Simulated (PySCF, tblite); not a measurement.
# C6H13P: geometry, infrared bands and NMR shifts

What infrared bands and NMR shifts should C6H13P (`C=C(C)P(=C)(C)C`) show?

The runs use tblite 0.8.0 and PySCF 2.14.0, with density-fitted response routines of our own; the level of theory stands in each step. All values are computed, except where a source is named. Atoms are numbered from 0 throughout.

## Step 1: Starting geometry

20 atoms, charge 0, multiplicity 1; geometry from: force field or distance geometry start.

Bonds of the start (Å): C0–C1 1.34, C1–C2 1.52, C1–P3 1.79, P3–C4 1.60, P3–C5 1.83, P3–C6 1.83, C0–H7 1.10, C0–H8 1.07, C2–H9 1.11, C2–H10 1.11, C2–H11 1.11, C4–H12 1.09, C4–H13 1.09, C5–H14 1.09, C5–H15 1.11, C5–H16 1.11, C6–H17 1.12, C6–H18 1.12, C6–H19 1.11.

## Step 2: Geometry optimisation with GFN2-xTB

The job: settings as JSON, then the geometry in Å.

```
{"job": {"kind": "relax", "xc": "GFN2-xTB", "basis": "xTB"}, "charge": 0, "multiplicity": 1}
C      1.280400    -0.877200    -1.524200
C      1.079000    -0.321000    -0.320300
C      2.253000    -0.243500     0.639300
P     -0.514200     0.307600     0.183200
C     -0.444000     1.671300     1.025100
C     -1.529400     0.672100    -1.292500
C     -1.429500    -1.012700     1.061200
H      0.371400    -0.890000    -2.145900
H      2.225800    -1.262000    -1.851000
H      3.184700    -0.525500     0.103800
H      2.056400    -0.935800     1.478600
H      2.395000     0.797500     0.993300
H     -0.453400     2.639100     0.531400
H     -0.382200     1.697100     2.108400
H     -1.567700    -0.219500    -1.917900
H     -2.539500     0.889800    -0.873700
H     -1.152400     1.567800    -1.825800
H     -1.377500    -1.916300     0.395900
H     -0.955000    -1.274100     2.041300
H     -2.506100    -0.754100     1.186600
```

Command:

```console
$ OMP_NUM_THREADS=1 python probes_run.py task.json out
```

One launch serves the whole session: the jobs run in the order shown.

**Question.** This job is followed by: GFN2-xTB harmonic vibrations, gas phase; GIAO PBE0/pcSseg-1 NMR shielding, non-relativistic, gas phase. What will the session give for the following? strongest single infrared mode (GFN2-xTB); zero-point energy (GFN2-xTB); 13C shifts against TMS (PBE0/pcSseg-1, means over atoms taken as alike); 1H shifts against TMS (PBE0/pcSseg-1, means over atoms taken as alike); 31P shifts against H3PO4 (PBE0/pcSseg-1).

**Answer**, as computed:

| quantity | value |
| --- | --- |
| strongest single infrared mode (GFN2-xTB) | 874 cm⁻¹, 113 km/mol |
| zero-point energy (GFN2-xTB) | 104.6 kcal/mol |
| 13C shifts against TMS (PBE0/pcSseg-1, means over atoms taken as alike) | 160.5, 123.7, 20.8, 16.3, 3.4 ppm |
| 1H shifts against TMS (PBE0/pcSseg-1, means over atoms taken as alike) | 5.63, 5.48, 1.91, 1.42, 0.07 ppm |
| 31P shifts against H3PO4 (PBE0/pcSseg-1) | -10.5 ppm |

Relaxing lowered the energy by 0.969 eV in 167 steps; the close pair that moved most is P3–C4, from 1.604 to 1.706 Å. No mode is imaginary among the 54: a minimum at this level. The strongest single mode, at 874 cm⁻¹, is spread over many atoms; the largest shares are those of H19, H15. Unscaled tight-binding wavenumbers are off by several per cent, some by more. Its intensities can rank the bands wrongly. The most deshielded carbon is C1 (fully substituted alkene carbon), at 160.5 ppm: the olefinic region. At PBE0/pcSseg-1: The widest tensor belongs to C1: span 240 ppm, with a paramagnetic part of -245 ppm.
